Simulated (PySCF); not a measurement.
# A diatomic session: BiCl

One table from this session's results is given with a row withheld; the runs are named, their logs left out.

Program: PySCF 2.14.0. Level of theory: Bi x2c-TZVPPall, Cl x2c-TZVPPall, spin-free X2C with a Gaussian nucleus. These are calculated values, not measurements.

The first run:

A driver script around PySCF takes these settings:

| Quantity | Value |
| --- | --- |
| atoms | Bi, Cl |
| charge | 0 |
| basis | Bi x2c-TZVPPall, Cl x2c-TZVPPall |
| Hamiltonian | spin-free X2C with a Gaussian nucleus |
| basis functions | 125 |
| electrons treated | 100 |
| masses in u | 208.9804, 34.9689 |
| levels | PBE0, PBE, r²SCAN, BHandHLYP, revPBE, B2PLYP, LDA, LC-ωPBE, HF, MP2, SCS-MP2, CCSD, CCSD(T) |
| grid | 80 radial by 434 angular points |
| occupations | held fixed by the projection of orbital angular momentum |
| dissociation limit | Bi + Cl, each in its ground configuration |
| starting distance in angstrom | 2.430 |
| values of 2S to try | 0, 2, 4 |

On the command line:

```bash
$ OMP_NUM_THREADS=2 python dia.py task.json out
```

Among the steps run: Set-up; The PBE0 curve of the state that the search chose; Other states along the same grid; PBE (GGA); r²SCAN; BHandHLYP (global hybrid GGA); revPBE; B2PLYP (double hybrid); LDA (local density); LC-ωPBE; UHF (mean field); Correlated methods on the Hartree–Fock reference.

One of the session's tables, all rows but one given; the rest of the session is left out.

It belongs to the step «The curves together». Energy (eV) from each level's lowest point:

| R (Å) | UHF | UHF-MP2 | UHF-SCS-MP2 | UHF-CCSD | UHF-CCSD(T) |
| --- | --- | --- | --- | --- | --- |
| 2.094 | 1.347 | 1.208 | 1.278 | n/a | n/a |
| 2.192 | 0.614 | 0.523 | 0.570 | 0.565 | 0.571 |
| 2.289 | 0.208 | 0.158 | 0.184 | 0.181 | 0.185 |
| 2.362 | 0.056 | 0.032 | 0.045 | 0.044 | 0.046 |
| 2.435 | 0.000 | 0.000 | 0.000 | 0.000 | 0.000 |
| 2.508 | ? | ? | ? | ? | ? |
| 2.606 | 0.113 | 0.162 | 0.137 | 0.138 | 0.133 |
| 2.727 | 0.319 | 0.399 | 0.361 | 0.359 | 0.349 |
| 2.873 | 0.626 | 0.759 | 0.715 | 0.686 | 0.674 |
| 3.068 | 1.013 | 1.409 | 1.392 | n/a | n/a |

Estimate the missing values for R (Å) = 2.508.

Worked estimate for «UHF». A straight line through the neighbours (2.435, 0.000) and (2.606, 0.113) gives 0.000 + (0.113 − 0.000) × (2.508 − 2.435) / (2.606 − 2.435) = 0.048; a parabola fitted to 4 rows on both sides gives 0.021.

As computed: UHF: 0.015; UHF-MP2: 0.037; UHF-SCS-MP2: 0.025; UHF-CCSD: 0.026; UHF-CCSD(T): 0.024. In «UHF» the line misses by +0.033 and the parabola by +0.006.
